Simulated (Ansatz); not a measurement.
**C₂H₈AlNSi: one species, many methods**

How much do the methods differ for C₂H₈AlNSi? The plan is to run it at one geometry with functionals of several rungs and with coupled cluster, and see how far each lands from CCSD(T) at the basis-set limit for the atomisation energy.

Program: Ansatz 0.2.0, Gaussian basis. Level of theory: functionals in def2-TZVPP, the program's frozen cores in correlated methods. These are calculated values, not measurements.

The runs, in order: LDA (SPW92), PBE-D4, revPBE-D4, BLYP-D4, r2SCAN-D4, B97M-V, PBE0-D4, B3LYP-D4, r2SCANh-D4, r2SCAN0-D4, HSE06-D4, BHLYP-D4, CAM-B3LYP-D4, LC-ωPBE, ωB97X-V, ωB97M-V, B2PLYP, PBE-QIDH; CCSD(T)/def2-SVP; CCSD(T)/def2-TZVPP; MP2/def2-QZVPP; extrapolation to the limit; RPA on PBE.

### 1 Structure used throughout

The geometry comes from an earlier relaxation with PBE0-D4 in a triple-zeta def2 set; it is a stationary point, not always the lowest conformer.

13 atoms, charge 0, spin multiplicity 1.

Atoms are counted from 1 here; the program's logs count them from 0.

Bond lengths: C1–N2 1.441 Å, C1–H6 1.097 Å, C1–H7 1.094 Å, C1–H8 1.097 Å, N2–Si3 1.770 Å, N2–Al4 1.776 Å, Si3–Al4 2.297 Å, Si3–H9 1.497 Å, Si3–H10 1.497 Å, Al4–C5 1.945 Å, C5–H11 1.093 Å, C5–H12 1.093 Å, C5–H13 1.093 Å. Angles: N2–C1–H6 111.5°, N2–C1–H7 111.3°, N2–C1–H8 111.5°, H6–C1–H7 107.6°, H6–C1–H8 107.2°, H7–C1–H8 107.6°, C1–N2–Si3 129.5°, C1–N2–Al4 149.7°, Si3–N2–Al4 80.8°, N2–Si3–Al4 49.7°, N2–Si3–H9 114.7°, N2–Si3–H10 114.7°, Al4–Si3–H9 127.2°, Al4–Si3–H10 127.2°, H9–Si3–H10 105.4°, N2–Al4–Si3 49.5°, N2–Al4–C5 137.9°, Si3–Al4–C5 172.6° and more.

### 2 LDA

This LDA is Slater exchange with PW92 correlation.

in.yaml

```yaml
crystal:
  periodic: [false, false, false]
  atoms:
    - {symbol: C, position_ang: [-0.675996, -0.412383, 1.862280]}
    - {symbol: N, position_ang: [0.112325, -0.336110, 0.658621]}
    - {symbol: Si, position_ang: [1.697513, -1.037899, 0.303748]}
    - {symbol: Al, position_ang: [0.314862, 0.245411, -1.007076]}
    - {symbol: C, position_ang: [-0.679332, 1.313859, -2.292887]}
    - {symbol: H, position_ang: [-0.142105, 0.013337, 2.720520]}
    - {symbol: H, position_ang: [-1.617585, 0.134009, 1.755440]}
    - {symbol: H, position_ang: [-0.922831, -1.450323, 2.116442]}
    - {symbol: H, position_ang: [1.749956, -2.532563, 0.370959]}
    - {symbol: H, position_ang: [2.806597, -0.560376, 1.188734]}
    - {symbol: H, position_ang: [-1.665683, 1.580404, -1.905263]}
    - {symbol: H, position_ang: [-0.142778, 2.237770, -2.525403]}
    - {symbol: H, position_ang: [-0.814646, 0.770063, -3.231417]}
basis:
  gaussian: {orbitals: def2-TZVPP}
hamiltonian: {xc: lda}
output: {orbitals: {seedname: orbitals}}
```

After this run come: PBE-D4 (GGA); revPBE-D4 (GGA); BLYP-D4 (GGA); r2SCAN-D4 (meta-GGA); B97M-V (meta-GGA); PBE0-D4 (hybrid); B3LYP-D4 (hybrid); r2SCANh-D4 (hybrid); r2SCAN0-D4 (hybrid); HSE06-D4 (hybrid); BHLYP-D4 (hybrid); CAM-B3LYP-D4 (range-separated); LC-ωPBE (range-separated); ωB97X-V (range-separated); ωB97M-V (range-separated); B2PLYP (double hybrid); PBE-QIDH (double hybrid); CCSD(T) in def2-SVP; CCSD(T) in def2-TZVPP; MP2 in def2-QZVPP; RPA on PBE orbitals.

Q: Predict the results of all the runs planned. Wanted: atomisation energy, CCSD(T)/CBS; farthest beyond LDA; mean size of error, GGA; mean size of error, meta-GGA; mean size of error, hybrid; mean size of error, range-separated; mean size of error, double hybrid; gap, smallest and largest; T1 diagnostic.

As calculated:

```
                               quantity                                                                                        value
        atomisation energy, CCSD(T)/CBS                                                                                4522.9 kJ/mol
 functionals within 22.6 kJ/mol (0.5 %)  BLYP-D4, r2SCAN-D4, PBE0-D4, B3LYP-D4, r2SCANh-D4, HSE06-D4, CAM-B3LYP-D4, LC-ωPBE, ωB97M-V
                    farthest beyond LDA                                                                     BHLYP-D4 (-102.6 kJ/mol)
                mean size of error, GGA                                                                                  37.8 kJ/mol
           mean size of error, meta-GGA                                                                                  20.3 kJ/mol
             mean size of error, hybrid                                                                                  28.6 kJ/mol
    mean size of error, range-separated                                                                                  17.7 kJ/mol
      mean size of error, double hybrid                                                                                  39.7 kJ/mol
              gap, smallest and largest                                                    3.70 eV (LDA (SPW92)), 10.02 eV (LC-ωPBE)
                          T1 diagnostic                                                                                       0.0134
triples share of the correlation energy                                                                                        4.1 %
```

What this shows: The LDA atomisation energy is off by 598.4 kJ/mol (13 %): it overbinds. PBE-D4 is off by +64.5 kJ/mol. Double hybrids carry the basis error of their MP2 part in triple zeta, and no dispersion term here, so their miss is partly the set-up's. The rungs range-separated, meta-GGA miss on average by less than the doubt on the reference (22.6 kJ/mol), so they tie. Misses under about 22.6 kJ/mol are within the doubt on the reference itself, which lacks core-valence correlation, relativity and higher excitations. Hartree-Fock recovers 73 % of the binding; the rest is correlation. CCSD(T) in def2-SVP is off by -263.1 kJ/mol, which most functionals beat. Orbital gaps span 3.7 to 10.0 eV; exact exchange widens them.
